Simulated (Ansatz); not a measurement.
# HoO3: the cost of one run

Computed with Ansatz 0.2.0 (DFT PBE, scalar-relativistic, plane waves, PAW; 4f electrons in the core of a trivalent norm-conserving potential, unless a step's input says otherwise).

## (1) The structure to begin with

The structure is trigonal, space group P-3m1 (No. 164). Conventional cell: a = 3.671 Å, b = 3.671 Å, c = 4.048 Å, α = 90.00°, β = 90.00°, γ = 120.00°. Around Ho (site symmetry -3m) lie 8 O at 2.02 to 2.17 Å. O (site symmetry 3m) is surrounded by 3 Ho at 2.17 Å. O (site symmetry -3m) has 2 Ho at 2.02 Å in its first shell of neighbours.

As a file:

```
Ho O
1.0
     3.67125    0.00000    0.00000
    -1.83563    3.17940    0.00000
     0.00000    0.00000    4.04772
Ho O
1 3
Direct
  0.00000 0.00000 0.50000
  0.33333 0.66667 0.60999
  0.66667 0.33333 0.39001
  0.00000 0.00000 0.00000
```

A structure generator made this guess: species swapped into a database cell of LuF3 (P-3m1, No. 164), with Ho on the Lu sites and O on the F sites. Lengths come from tabulated atomic sizes and are only a guess.

## (2) Probe: one point on a coarse mesh

input.yaml reads:

```yaml
crystal:
  lattice:
    - [3.67125068, 0.0, 0.0]
    - [-1.83562534, 3.17939635, 0.0]
    - [0.0, 0.0, 4.04772002]
  atoms:
    - { symbol: Ho, position: [0.0, 0.0, 0.5] }
    - { symbol: O, position: [0.33333333, 0.66666667, 0.60998935] }
    - { symbol: O, position: [0.66666667, 0.33333333, 0.39001065] }
    - { symbol: O, position: [0.0, 0.0, 0.0] }
basis:
  ecutwfc: 690
kpoints:
  mp_grid: { grid: [6, 6, 4] }
hamiltonian:
  xc: pbe
  pseudopotentials:
    kind: paw
    azcp: { Ho: "pseudopotentials/pbe/nc/lanthanide_3plus/Ho.nc.azcp" }
scf:
  occupations: { method: gaussian, width: 0.1 }
  lower_state_search: "off"
output:
  forces: true
  stress: true
  eigenvalues: true
```

Command:

```
> ansatz run input.yaml --threads 1 --pin off --max-ram 2560MiB --backend cpu --events-out ev --progress --plain --runs-dir out
```

**Question.** How long does this run take on 1 thread of Intel Xeon at 2.50GHz (Skylake/Cascade Lake), shared host, and how much memory does it need?

About 6.4 s, with a peak of 0.34 GiB.
